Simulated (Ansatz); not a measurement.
Task: a check of PAW against all-electron LAPW of Sn, space group Fd-3m, with Ansatz 0.2.0 through its Python package. Give the script and its output. Use (first run): PBE, PAW, the default cutoff (420 eV here), 4×4×4 k-points, Fermi-Dirac smearing of 0.1 eV.

```
Sn
1.0
     0.00000    3.23334    3.23334
     3.23334    0.00000    3.23334
     3.23334    3.23334    0.00000
Sn
2
Direct
  0.00000 0.00000 0.00000
  0.25000 0.25000 0.25000
```

The script, `sn_paw_lapw.py`:
```python
# -*- coding: utf-8 -*-
'''PAW against all-electron LAPW for Sn.'''

import ansatz
from ase import Atoms
import numpy as np


def count_gap(report):
    # lowest empty less highest filled band, counting bands; zero where they overlap
    return max(report.get('gap_by_band_count_ev') or 0.0, 0.0)


def main():
    atoms = Atoms(
        ['Sn', 'Sn'],
        scaled_positions=[
            [0.0, 0.0, 0.0],
            [0.25, 0.25, 0.25],
        ],
        cell=[
            [0.0, 3.23334, 3.23334],
            [3.23334, 0.0, 3.23334],
            [3.23334, 3.23334, 0.0],
        ],
        pbc=True,
    )
    xtal = ansatz.Crystal.from_ase(atoms)

    calculation = (
        xtal.calculation()
        .functional('PBE')
        .kpoints(4)
        .scf(extra_bands=2, lower_state_search='standard')
        .occupations('Fermi-Dirac')
        .stress()
        .forces()
        .band_table()
    )
    variants = {
        'PAW': calculation.pseudopotentials('paw'),
        'LAPW': calculation.pseudopotentials('all_electron', lapw=True),
    }
    # totals differ by the cores that each treatment holds, so compare what does not depend on them
    rows = []
    for label, variant in variants.items():
        r = variant.run().report
        levels = np.array(r['eigenvalues_ev'][0]) - r['fermi_energy_ev']
        print(label, 'levels at the first k-point near E_F:', np.round(levels[np.abs(levels) < 5], 3))
        rows.append((label, r['n_electrons'], np.trace(r['stress_gpa']) / 3, count_gap(r)))
    print('     treatment  electrons in bands           P GPa  gap by band count eV')
    for row in rows:
        print(f'{str(row[0]):>14s}  {row[1]:18.1f}  {row[2]:14.3f}  {row[3]:20.3f}')


if __name__ == '__main__':
    main()
```

Output of `python sn_paw_lapw.py`:
```text
DeckWarning: basis.ecutwfc = 420 eV, auto-derived from the records' recommended cutoffs: set by Sn (normal level)
PAW levels at the first k-point near E_F: [-0.502  0.139  0.139  0.139  2.204]
LAPW levels at the first k-point near E_F: [-0.502  0.14   0.14   0.14   2.204]
     treatment  electrons in bands           P GPa  gap by band count eV
           PAW                28.0           4.460                 0.000
          LAPW                44.0           4.457                 0.000
```
(Warnings from the package without file and line.)

PAW gives 4.460 GPa and LAPW 4.457 GPa, 0.003 GPa apart. They took 1.0 and 3.8 s of processor time.

Notes:
- The settings weren't tested for convergence.
- The computed bands are complete only to about 0.9 eV above the Fermi level.
- The mesh is modest for a metal, so energies can be off by several to tens of meV an atom and pressures by half a GPa or more; differences at equal mesh fare better.
- A gap by band count of zero or less means overlapping bands, a metal.
- Gaps and levels are Kohn-Sham values on a finite set of k-points, without spin-orbit coupling.
- Pressure is positive in compression; the treatments may keep other shells as core, so totals and counts of electrons can differ.
- By the engine's processor time: 4.8 s on 1 thread of Intel(R) Xeon(R) Processor @ 2.30GHz (shared host), peak memory 0.55 GiB.
